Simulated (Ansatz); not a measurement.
Geometry optimisation, Ansatz, DFT PBEsol, scalar-relativistic, plane waves, PAW.

Input:

```yaml
crystal:
  lattice:
    - [5.72978, 0.0, 0.0]
    - [-2.86489, 4.962135, 0.0]
    - [0.0, 0.0, 16.214505]
  atoms:
    - { symbol: W, position: [0.0, 0.0, 0.0616732] }
    - { symbol: C, position: [0.3333333, 0.1666667, 0.1483138] }
    - { symbol: W, position: [0.0, 0.0, 0.2349544] }
    - { symbol: C, position: [0.3333333, 0.1666667, 0.3215951] }
    - { symbol: W, position: [0.0, 0.5, 0.0616732] }
    - { symbol: C, position: [0.3333333, 0.6666667, 0.1483138] }
    - { symbol: W, position: [0.0, 0.5, 0.2349544] }
    - { symbol: C, position: [0.3333333, 0.6666667, 0.3215951] }
    - { symbol: W, position: [0.5, 0.0, 0.0616732] }
    - { symbol: C, position: [0.8333333, 0.1666667, 0.1483138] }
    - { symbol: W, position: [0.5, 0.0, 0.2349544] }
    - { symbol: C, position: [0.8333333, 0.1666667, 0.3215951] }
    - { symbol: W, position: [0.5, 0.5, 0.0616732] }
    - { symbol: C, position: [0.8333333, 0.6666667, 0.1483138] }
    - { symbol: W, position: [0.5, 0.5, 0.2349544] }
    - { symbol: C, position: [0.8333333, 0.6666667, 0.3215951] }
    - { symbol: In, position: [0.073082, 0.8969891, 0.4319901] }
basis:
  ecutwfc: 420.0
kpoints:
  mp_grid: { grid: [5, 5, 1] }
hamiltonian:
  xc: pbesol
  pseudopotentials: { kind: paw, azcp: { folder: soft_1 } }
scf:
  occupations: { method: fermi_dirac, width: 0.1 }
  lower_state_search: "off"
relax:
  f_tol: 0.03
  max_steps: 60
  adjacent_minimum: "off"
  constraints: [{ sites: [0, 4, 8, 12] }]
output:
  write_density: true
  write_potential: true
  elf: true
  volumetric_format: npy
```

Launched with:

```bash
$ ansatz run input.yaml --threads 4 --pin off --max-ram 10240MiB --backend cpu --events-out ev --progress --plain --runs-dir out
```

Task: Where does it end, and by what steps?

Result: It converged. Limits of this set-up: coarse k mesh, thin slab, slab without dipole correction, odd electron count without spin, PAW files made for another functional. After 6 steps the energy has fallen by 2.700 eV; In17 moved furthest, 0.84 Å. Joined: C8–In17 (3.02 → 2.36 Å).

```
step  energy less start (eV)  largest force component (eV/Å)  accepted
   0                  0.0000                           4.640       yes
   1                 -2.2836                           1.062       yes
   2                 -2.4791                           0.649       yes
   3                 -2.5953                           0.491       yes
   4                 -2.6676                           0.219       yes
   5                 -2.6997                           0.033       yes
   6                 -2.6998                           0.003       yes
```

```xyz
17
Lattice="5.7298 0.0000 0.0000 -2.8649 4.9621 0.0000 0.0000 0.0000 16.2145" Properties=species:S:1:pos:R:3
W 0.000 0.000 1.000
C 1.433 0.826 2.319
W 0.003 -0.002 3.842
C 1.432 0.847 5.035
W -1.432 2.481 1.000
C 0.000 3.308 2.319
W -1.433 2.485 3.842
C 0.017 3.298 5.035
W 2.865 0.000 1.000
C 4.297 0.827 2.316
W 2.862 -0.002 3.842
C 4.297 0.827 4.957
W 1.432 2.481 1.000
C 2.866 3.308 2.319
W 1.432 2.481 3.866
C 2.848 3.298 5.035
In -1.433 4.135 6.697
```

Whether the end is a true minimum wasn't checked by a vibrational analysis.

Time of the run: 2.3 min on 4 threads of Arm Neoverse V1, on a shared host, peak memory 1.5 GiB.
